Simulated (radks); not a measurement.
# Zn¹⁹⁺ in [Ne] 3s1: an all-electron calculation

The task here is to estimate one member of a computed series from the others.

Method: Dirac Kohn-Sham, PBE, spin-unpolarised, spherical densities, point nucleus. Code: radks (a radial shooting solver on a logarithmic mesh, Libxc functionals) version 1.

**The atom as given**

```
element       : zinc (Z = 30)
charge        : +19
electrons     : 11
configuration : [Ne] 3s1
```

The outer shells:

Zn¹⁹⁺
```
[Ne] core
3s [↑ ]
```

The first run:

The run's settings:

```text
Z 30
configuration [Ne] 3s1 3p0 4s0 3d0 4f0
relativity Dirac
functional pbe,pbe
spin unpolarised
j_filling energy
nucleus point
c 137.035999084
```

One table of the session follows, with a row left open; its other results are not shown here.

It belongs to the step «Shells». From the orbitals of this run (lengths in bohr):

```
level      <r>  outermost maximum (interpolated)  90 % within  nodes
1s1/2  0.05028                            0.0329       0.0898      0
2s1/2   0.2223                             0.188        0.343      1
2p1/2        ?                                 ?            ?      ?
2p3/2   0.1954                             0.152        0.318      0
3s1/2   0.5565                             0.524        0.807      2
3p1/2   0.5408                             0.504        0.800      1
3p3/2   0.5457                             0.510        0.807      1
3d3/2   0.4902                             0.415        0.748      0
3d5/2   0.4916                             0.416        0.749      0
4s1/2    1.044                              1.05         1.47      3
4f5/2   0.8982                             0.799         1.30      0
4f7/2   0.8989                             0.800         1.30      0
```

**Question.** Estimate the row for 2p1/2.

**Answer.** <r>: 0.1922; outermost maximum (interpolated): 0.149; 90 % within: 0.313; nodes: 0. In the column «<r>» it lies between 1s1/2 (0.05028) and 2p3/2 (0.1954).

Caveats from the session: Spin polarisation and multiplet splitting are left out.
